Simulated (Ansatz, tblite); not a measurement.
# n-GeGeSiH8 (SiGe2H8): a ladder of methods and basis sets

One table from this session's results is given with a row withheld; the runs are named, their logs left out.

The runs use Ansatz 0.2.0, Gaussian basis; as each input shows.

The runs, in order: GFN1-xTB, GFN2-xTB, PBE-D4/def2-TZVP, r2SCAN-D4/def2-TZVP, B97M-V/def2-TZVP, HF/def2-TZVP, BHLYP-D4/def2-TZVP, ωB97M-V/def2-TZVP, BLYP-D4/def2-TZVP, PBE-QIDH/def2-TZVP, LC-ωPBE/def2-TZVP, PBE-D4/def2-SVP, PBE0-D4/def2-SVP, HF/STO-3G, HF/6-31G, B3LYP-D4/6-31G, PBE0-D4/def2-TZVPD, PBE-D4/def2-TZVPD, r2SCAN-D4/def2-TZVPD, CCSD(T)/def2-TZVP, RPA/def2-TZVP.

### The structure

The geometry is that of the singlet, from an earlier relaxation (PBE-D4/def2-SVP).

11 atoms, charge 0, spin multiplicity 1.

Bond lengths: Ge1–Ge2 2.439 Å, Ge1–H4 1.553 Å, Ge1–H5 1.553 Å, Ge1–H6 1.552 Å, Ge2–Si3 2.394 Å, Ge2–H7 1.555 Å, Ge2–H8 1.555 Å, Si3–H9 1.506 Å, Si3–H10 1.506 Å, Si3–H11 1.506 Å. Angles: Ge2–Ge1–H4 110.0°, Ge2–Ge1–H5 110.0°, Ge2–Ge1–H6 111.3°, H4–Ge1–H5 108.3°, H4–Ge1–H6 108.6°, H5–Ge1–H6 108.6°, Ge1–Ge2–Si3 110.7°, Ge1–Ge2–H7 109.2°, Ge1–Ge2–H8 109.5°, Si3–Ge2–H7 109.9°, Si3–Ge2–H8 110.0°, H7–Ge2–H8 107.5°, Ge2–Si3–H9 111.3°, Ge2–Si3–H10 109.5°, Ge2–Si3–H11 109.6°, H9–Si3–H10 108.8°, H9–Si3–H11 108.9°, H10–Si3–H11 108.6°.

PBE0-D4/def2-TZVP was run before; its log isn't repeated, and its numbers join the tables.

Set-up of the first run:

Tight binding, by tblite at 300 K electronic temperature and without a spin-polarisation term:

```python
tblite.interface.Calculator('GFN1-xTB', numbers, positions, charge=0, uhf=0).singlepoint()
```

Tight binding, by tblite at 300 K electronic temperature and without a spin-polarisation term:

```python
tblite.interface.Calculator('GFN2-xTB', numbers, positions, charge=0, uhf=0).singlepoint()
```

start.molden holds the orbitals of an earlier run on this state, given as this run's starting guess.

The input, in.yaml:

```yaml
crystal:
  periodic: [false, false, false]
  atoms:
    - {symbol: Ge, position_ang: [1.869297, -0.721525, 0.273106]}
    - {symbol: Ge, position_ang: [0.041964, 0.346137, -0.939526]}
    - {symbol: Si, position_ang: [-1.919849, 0.468649, 0.426183]}
    - {symbol: H, position_ang: [1.485064, -2.181696, 0.634930]}
    - {symbol: H, position_ang: [2.154112, 0.048970, 1.590607]}
    - {symbol: H, position_ang: [3.168492, -0.747814, -0.574958]}
    - {symbol: H, position_ang: [0.478656, 1.775530, -1.368927]}
    - {symbol: H, position_ang: [-0.260257, -0.459286, -2.234815]}
    - {symbol: H, position_ang: [-3.053219, 1.139589, -0.303491]}
    - {symbol: H, position_ang: [-1.615004, 1.251450, 1.676077]}
    - {symbol: H, position_ang: [-2.349256, -0.919994, 0.820816]}
basis:
  gaussian: {orbitals: def2-TZVP, initial_orbitals: start.molden}
hamiltonian: {xc: pbe, dispersion: d4}
scf: {omitted_lower_state_checks: [starts]}
output: {forces: true, orbitals: {seedname: orbitals}}
```

The run is started by

```
ansatz run in.yaml --threads 4 --pin off --events-out ev --progress --plain --max-ram 3916MiB
```

Among the steps run: PBE-D4/def2-TZVP; r2SCAN-D4/def2-TZVP; B97M-V/def2-TZVP; HF/def2-TZVP; BHLYP-D4/def2-TZVP; ωB97M-V/def2-TZVP; BLYP-D4/def2-TZVP; PBE-QIDH/def2-TZVP; LC-ωPBE/def2-TZVP; PBE-D4/def2-SVP; PBE0-D4/def2-SVP; HF/STO-3G; HF/6-31G; B3LYP-D4/6-31G; PBE0-D4/def2-TZVPD; PBE-D4/def2-TZVPD; r2SCAN-D4/def2-TZVPD; CCSD(T)/def2-TZVP; RPA/def2-TZVP.

One of the session's tables, all rows but one given; the rest of the session is left out.

| level | HOMO (eV) | LUMO (eV) | gap (eV) |
| --- | --- | --- | --- |
| HF/STO-3G | -8.07 | 9.92 | 17.99 |
| HF/6-31G | -10.16 | 2.86 | 13.02 |
| HF/def2-TZVP | -10.20 | 2.92 | 13.13 |
| PBE-D4/def2-SVP | -6.84 | -0.78 | 6.05 |
| PBE-D4/def2-TZVP | -6.85 | -1.00 | 5.85 |
| PBE-D4/def2-TZVPD | -6.85 | -1.12 | 5.73 |
| BLYP-D4/def2-TZVP | -6.69 | -0.91 | 5.77 |
| r2SCAN-D4/def2-TZVP | -7.11 | -0.73 | 6.38 |
| r2SCAN-D4/def2-TZVPD | ? | ? | ? |
| B97M-V/def2-TZVP | -7.23 | -0.89 | 6.34 |
| B3LYP-D4/6-31G | -7.64 | -0.19 | 7.45 |
| PBE0-D4/def2-SVP | -7.90 | 0.02 | 7.92 |
| PBE0-D4/def2-TZVP | -7.88 | -0.18 | 7.69 |
| PBE0-D4/def2-TZVPD | -7.87 | -0.35 | 7.52 |
| BHLYP-D4/def2-TZVP | -8.77 | 0.68 | 9.45 |
| LC-ωPBE/def2-TZVP | -10.34 | 1.89 | 12.23 |
| ωB97M-V/def2-TZVP | -9.84 | 1.49 | 11.32 |

**Question.** Estimate the row for r2SCAN-D4/def2-TZVPD.

**Answer.** HOMO (eV): -7.09; LUMO (eV): -0.77; gap (eV): 6.33. In the column «HOMO (eV)» it lies between r2SCAN-D4/def2-TZVP (-7.11) and PBE-D4/def2-TZVP (-6.85).
